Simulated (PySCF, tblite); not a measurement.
# C4H6F4Si: geometry, infrared bands and NMR shifts

Wanted: the infrared bands and NMR shifts of C4H6F4Si (`FCC(F)(F)[Si@@H]1C[C@H]1F`), by calculation.

Programs: tblite 0.8.0 and PySCF 2.14.0, with density-fitted response routines of our own. Each step states its level of theory. These are calculated values for one molecule in the gas phase, unless marked as measured. Atoms are numbered from 0 throughout.

## Step 1: Starting geometry

15 atoms, charge 0, multiplicity 1; geometry from: force field or distance geometry start.

Bonds of the start (Å): F0–C1 1.39, C1–C2 1.50, C2–F3 1.37, C2–F4 1.39, C2–Si5 1.84, Si5–C6 1.84, C6–C7 1.50, C7–F8 1.37, C7–Si5 1.88, C1–H9 1.12, C1–H10 1.10, Si5–H11 1.45, C6–H12 1.12, C6–H13 1.11, C7–H14 1.11.

## Step 2: Relaxing the molecule with GFN2-xTB

Job settings and geometry (Å):

```
{"job": {"kind": "relax", "xc": "GFN2-xTB", "basis": "xTB"}, "charge": 0, "multiplicity": 1}
F      2.342700    -0.440300    -1.590400
C      2.159500     0.309300    -0.434300
C      1.157900    -0.415000     0.414800
F      1.668900    -1.663900     0.660600
F      1.084100     0.274100     1.624200
Si    -0.505800    -0.623500    -0.345900
C     -1.748300     0.723000    -0.486500
C     -1.852400    -0.004800     0.816800
F     -2.845400    -0.919400     1.050100
H      3.151600     0.331000     0.075700
H      1.743200     1.307200    -0.643100
H     -0.753100    -1.775800    -1.189200
H     -2.612600     0.511100    -1.159400
H     -1.441500     1.786200    -0.506400
H     -1.553300     0.609000     1.691100
```

Command:

```bash
$ OMP_NUM_THREADS=1 python probes_run.py task.json out
```

One launch serves the whole session: the jobs run in the order shown.

**Question.** This job is followed by: GFN2-xTB harmonic vibrations, gas phase; GIAO PBE0/pcSseg-1 NMR shielding, non-relativistic, gas phase. What will the session give for the following? strongest single infrared mode (GFN2-xTB); zero-point energy (GFN2-xTB); ¹³C shifts against TMS (PBE0/pcSseg-1); ¹H shifts against TMS (PBE0/pcSseg-1); ¹⁹F shifts against CFCl3 (PBE0/pcSseg-1); ²⁹Si shifts against TMS (PBE0/pcSseg-1); surface potential, 1st and 99th percentile.

As calculated:

| quantity | value |
| --- | --- |
| strongest single infrared mode (GFN2-xTB) | 2446 cm⁻¹, 207 km/mol |
| zero-point energy (GFN2-xTB) | 58.7 kcal/mol |
| ¹³C shifts against TMS (PBE0/pcSseg-1) | 136.8, 92.8, 78.8, 7.1 ppm |
| ¹H shifts against TMS (PBE0/pcSseg-1) | 5.70, 5.17, 4.85, 3.83, 1.34, 1.29 ppm |
| ¹⁹F shifts against CFCl3 (PBE0/pcSseg-1) | -121.3, -131.4, -251.5, -255.7 ppm |
| ²⁹Si shifts against TMS (PBE0/pcSseg-1) | -113.9 ppm |
| surface potential, 1st and 99th percentile | -1.01 V and 1.32 V |

Relaxing lowered the energy by 0.649 eV in 104 steps; the close pair that moved most is C2–Si5, from 1.841 to 1.937 Å. All 39 modes are real, so the xTB geometry is a minimum. The strongest single mode, at 2446 cm⁻¹, moves mainly H11. Unscaled tight-binding wavenumbers are off by several per cent, some by more. Its intensities can rank the bands wrongly. The most deshielded hydrogen is H14 (hydrogen on a three-membered-ring carbon bearing a halogen), at 5.70 ppm: its carbon carries F, an electronegative neighbour. At PBE0/pcSseg-1: Shielding is most anisotropic at Si5 (span 342 ppm, paramagnetic term -418 ppm).
